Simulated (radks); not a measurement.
# Os⁶²⁺ in [Ne] 3s2 3p2: an all-electron calculation

An exercise on one series of results from a longer session: the logs are not shown, and one member is left open.

The numbers are computed with radks (a radial shooting solver on a logarithmic mesh, Libxc functionals) version 1 (Dirac Kohn-Sham, PBE, spin-unpolarised, spherical densities, finite nucleus; open shells fill j = l - 1/2 first), except any that are marked as measured or tabulated.

### The atom as given

```
element            : osmium (Z = 76)
charge             : +62
electrons          : 14
configuration      : [Ne] 3s2 3p2
nuclear rms radius : 5.4126 fm
```

The first run:

Settings of this run:

```text
Z 76
configuration [Ne] 3s2 3p2 4s0 3d0 4p0 4f0
relativity Dirac
functional pbe,pbe
spin unpolarised
j_filling energy
nucleus finite rms 5.4126 fm
c 137.035999084
```

Steps of the session up to this table: Self-consistent calculation.

One of the session's tables, all rows but one given; the rest of the session is left out.

It belongs to the step «Orbitals and density». From the orbitals of this run (lengths in bohr):

| level | <r> | outermost maximum (interpolated) | 90 % within | nodes |
| --- | --- | --- | --- | --- |
| 1s1/2 | ? | ? | ? | ? |
| 2s1/2 | 0.07337 | 0.0632 | 0.115 | 1 |
| 2p1/2 | 0.06051 | 0.0468 | 0.100 | 0 |
| 2p3/2 | 0.06840 | 0.0537 | 0.111 | 0 |
| 3s1/2 | 0.1780 | 0.170 | 0.260 | 2 |
| 3p1/2 | 0.1669 | 0.158 | 0.249 | 1 |
| 3p3/2 | 0.1787 | 0.170 | 0.265 | 1 |
| 3d3/2 | 0.1527 | 0.130 | 0.233 | 0 |
| 3d5/2 | 0.1564 | 0.133 | 0.237 | 0 |
| 4s1/2 | 0.3315 | 0.336 | 0.468 | 3 |
| 4p1/2 | 0.3223 | 0.327 | 0.460 | 2 |
| 4p3/2 | 0.3381 | 0.344 | 0.481 | 2 |
| 4f5/2 | 0.2774 | 0.246 | 0.403 | 0 |
| 4f7/2 | 0.2797 | 0.248 | 0.405 | 0 |

Q: Estimate the row for 1s1/2 from the others.

As computed: <r>: 0.01773; outermost maximum (interpolated): 0.0110; 90 % within: 0.0323; nodes: 0. In the column «<r>» it is the lowest.

Caveats from the session: Spin polarisation and multiplet splitting are left out.
